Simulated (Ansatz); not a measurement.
# In2O3: the cost of one run

Program: Ansatz 0.2.0. Level of theory: DFT r2SCAN, scalar-relativistic, plane waves, PAW. These are calculated values, not measurements.

2 further runs of the same task are left out: 2 set aside as unsound or not needed.

## Step 1: The structure to begin with

The structure is trigonal, space group R-3c (No. 167). The conventional cell has a = 5.508 Å, b = 5.508 Å, c = 14.560 Å, α = 90.00°, β = 90.00°, γ = 120.00°. In (site symmetry 3) has 6 O at 2.13 to 2.26 Å in its first shell of neighbours. O (site symmetry 2) is surrounded by 4 In at 2.13 to 2.26 Å.

Structure file:

```
CELL_PARAMETERS angstrom
-5.50787 0.00000 0.00000
-2.75394 -4.76996 0.00000
-2.75394 -1.58999 9.70684
ATOMIC_POSITIONS crystal
In 0.32146 0.32146 0.03561
In 0.82146 0.82146 0.53561
In 0.42854 0.42854 0.71439
In 0.92854 0.92854 0.21439
In 0.17854 0.17854 0.46439
In 0.67854 0.67854 0.96439
In 0.07146 0.07146 0.78561
In 0.57146 0.57146 0.28561
O 0.57843 0.87500 0.37500
O 0.07843 0.37500 0.87500
O 0.17157 0.57843 0.37500
O 0.67157 0.07843 0.87500
O 0.87500 0.17157 0.37500
O 0.37500 0.67157 0.87500
O 0.92157 0.62500 0.12500
O 0.42157 0.12500 0.62500
O 0.32843 0.92157 0.12500
O 0.82843 0.42157 0.62500
O 0.62500 0.32843 0.12500
O 0.12500 0.82843 0.62500
```

It is built from the cell relaxed beforehand with the same method (12.75 Å³/atom).

## Step 2: Zero of the scan

The input, input.yaml:

```yaml
crystal:
  lattice:
    - [-5.507873179, 0.0, 0.0]
    - [-2.7539365895, -4.7699580939, 0.0]
    - [-2.7539365895, -1.5899860313, 9.7068397553]
  atoms:
    - { symbol: In, position: [0.3214647969, 0.3214647969, 0.0356056094] }
    - { symbol: In, position: [0.8214647969, 0.8214647969, 0.5356056094] }
    - { symbol: In, position: [0.4285352031, 0.4285352031, 0.7143943906] }
    - { symbol: In, position: [0.9285352031, 0.9285352031, 0.2143943906] }
    - { symbol: In, position: [0.1785352031, 0.1785352031, 0.4643943906] }
    - { symbol: In, position: [0.6785352031, 0.6785352031, 0.9643943906] }
    - { symbol: In, position: [0.0714647969, 0.0714647969, 0.7856056094] }
    - { symbol: In, position: [0.5714647969, 0.5714647969, 0.2856056094] }
    - { symbol: O, position: [0.5784259599, 0.875, 0.375] }
    - { symbol: O, position: [0.0784259599, 0.375, 0.875] }
    - { symbol: O, position: [0.1715740401, 0.5784259599, 0.375] }
    - { symbol: O, position: [0.6715740401, 0.0784259599, 0.875] }
    - { symbol: O, position: [0.875, 0.1715740401, 0.375] }
    - { symbol: O, position: [0.375, 0.6715740401, 0.875] }
    - { symbol: O, position: [0.9215740401, 0.625, 0.125] }
    - { symbol: O, position: [0.4215740401, 0.125, 0.625] }
    - { symbol: O, position: [0.3284259599, 0.9215740401, 0.125] }
    - { symbol: O, position: [0.8284259599, 0.4215740401, 0.625] }
    - { symbol: O, position: [0.625, 0.3284259599, 0.125] }
    - { symbol: O, position: [0.125, 0.8284259599, 0.625] }
basis:
  ecutwfc: 500
kpoints:
  mp_grid: { grid: [6, 6, 3] }
hamiltonian:
  xc: r2scan
scf:
  occupations: { method: gaussian, width: 0.05 }
output:
  forces: true
  stress: true
  eigenvalues: true
  write_density: true
  write_potential: true
  elf: true
  volumetric_format: npy
```

The run is started by

```console
> ansatz run input.yaml --threads 2 --pin off --max-ram 5120MiB --backend cpu --events-out ev --progress --plain --runs-dir out
```

Q: Estimate wall time and peak memory on 2 threads of Arm Neoverse N1, shared host.

About 2.6 min, with a peak of 1.7 GiB.
